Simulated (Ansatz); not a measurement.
# MnSe: the cost of one run

Program: Ansatz 0.2.0. Level of theory: DFT PBEsol+U (U_eff = 8 eV on Mn d), plane waves, PAW. These are calculated values, not measurements.

The COD entry's cell or inner coordinates are ideal or old and differ from later refinements, so a difference from it is no clean test against experiment.

**1. The starting structure**

It takes space group Fm-3m (No. 225, cubic). The conventional cell has a = 5.448 Å, b = 5.448 Å, c = 5.448 Å, α = 90.00°, β = 90.00°, γ = 90.00°. Mn (site symmetry m-3m) has 6 Se at 2.72 Å as nearest neighbours. Around Se (site symmetry m-3m) lie 6 Mn at 2.72 Å.

As a file:

```
CELL_PARAMETERS angstrom
0.00000 2.72400 2.72400
5.44800 2.72400 2.72400
5.44800 5.44800 0.00000
ATOMIC_POSITIONS crystal
Mn 0.00000 0.00000 0.00000
Se 0.50000 0.50000 0.00000
Mn 0.00000 0.00000 0.50000
Se 0.50000 0.50000 0.50000
```

Magnetic order typed: antiferromagnetic, doubled cell 0 1/2 1/2.

**2. From atoms, symmetry kept, no search**

input.yaml

```yaml
crystal:
  lattice:
    - [0.0, 2.72399958, 2.72399958]
    - [5.44799916, 2.72399958, 2.72399958]
    - [5.44799916, 5.44799916, 0.0]
  atoms:
    - { symbol: Mn, position: [0.0, 0.0, 0.0], spin: 5.0 }
    - { symbol: Se, position: [0.5, 0.5, 0.0] }
    - { symbol: Mn, position: [0.0, 0.0, 0.5], spin: -5.0 }
    - { symbol: Se, position: [0.5, 0.5, 0.5] }
basis:
  ecutwfc: 420
  ecutrho_ratio: 4
kpoints:
  mp_grid: { grid: [6, 6, 6] }
hamiltonian:
  xc: pbesol
  hubbard:
    sites: [{ site: 0, l: d, u_eff: 8.0 }, { site: 2, l: d, u_eff: 8.0 }]
scf:
  occupations: { method: gaussian, width: 0.05 }
  lower_state_search: "off"
  max_iter: 150
output:
  forces: true
  stress: true
  eigenvalues: true
  populations: true
  hubbard: { sites: [{ site: 0, l: d }, { site: 2, l: d }] }
magnetization:
  spin_polarized: true
```

Started as:

```sh
$ ansatz run input.yaml --threads 2 --pin off --max-ram 3072MiB --backend cpu --events-out ev --progress --plain --runs-dir out
```

**Question.** How long does this run take on 2 threads of AMD EPYC 9R45 (Zen 5), shared host, and how much memory does it need?

About 3.1 s, with a peak of 0.64 GiB.
